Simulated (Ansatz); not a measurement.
**Ba3Hf: one candidate structure**

Aim: relax Ba3Hf from this start, Cu3Au (L1_2) type (Pm-3m, No. 221), and see where it ends.

Program: Ansatz 0.2.0. Level of theory: DFT PBE, scalar-relativistic, plane waves, PAW. These are calculated values, not measurements.

1 further run of the same task is left out (it didn't finish).

### Step 1. The structure to begin with

Symmetry: Pm-3m, No. 221, cubic system. Conventional cell: a = 5.060 Å, b = 5.060 Å, c = 5.060 Å, α = 90.00°, β = 90.00°, γ = 90.00°. Ba (site symmetry 4/mmm) has 8 Ba at 3.58 Å and 4 Hf at 3.58 Å as nearest neighbours. Hf (site symmetry m-3m) has 12 Ba at 3.58 Å as nearest neighbours.

As a file:

```
CELL_PARAMETERS angstrom
5.05985 0.00000 0.00000
0.00000 5.05985 0.00000
0.00000 0.00000 5.05985
ATOMIC_POSITIONS crystal
Ba 0.00000 0.50000 0.50000
Ba 0.50000 0.00000 0.50000
Ba 0.50000 0.50000 0.00000
Hf 0.00000 0.00000 0.00000
```

(A quick probe on a coarse mesh, which set the mesh and smearing, is not shown.)

### Step 3. A loose first relaxation

input.yaml reads:

```yaml
crystal:
  lattice:
    - [5.0598450255, 0.0, 0.0]
    - [0.0, 5.0598450255, 0.0]
    - [0.0, 0.0, 5.0598450255]
  atoms:
    - { symbol: Ba, position: [0.0, 0.5, 0.5] }
    - { symbol: Ba, position: [0.5, 0.0, 0.5] }
    - { symbol: Ba, position: [0.5, 0.5, 0.0] }
    - { symbol: Hf, position: [0.0, 0.0, 0.0] }
basis:
  ecutwfc: 420
kpoints:
  mp_grid: { grid: [4, 4, 4] }
hamiltonian:
  xc: pbe
scf:
  occupations: { method: gaussian, width: 0.1 }
  lower_state_search: "off"
output:
  forces: true
  stress: true
  eigenvalues: true
relax:
  adjacent_minimum: "off"
  f_tol: 0.04
  max_steps: 70
  cell: { stress_tol: 0.4 }
```

Launch:

```sh
ansatz run input.yaml --threads 1 --pin off --max-ram 2560MiB --backend cpu --events-out ev --progress --plain --runs-dir out
```

Further runs follow: the relaxation; stability test: the unmoved cell on a coarse mesh; rattled and relaxed without symmetry.

What does the calculation give?

The runs gave:

Formation energies count from the elements, computed with the same settings in runs not shown here.

```
                          quantity                                                                      value
                              cell  a = 5.586 Å, b = 5.586 Å, c = 5.586 Å, α = 90.00°, β = 90.00°, γ = 90.00°
                       space group                                                            Pm-3m (No. 221)
                            volume                                                              43.57 Å³/atom
                   gap on the mesh                                                               none (metal)
formation energy from the elements                                                             +0.661 eV/atom
```

The space group stayed Pm-3m, and from the first guess the volume went from 32.39 to 43.57 Å³/atom. The formation energy of +0.66 eV/atom is positive, so the elements lie lower than this structure; another structure of the compound can lie lower. Spin-orbit coupling is left out for Hf.
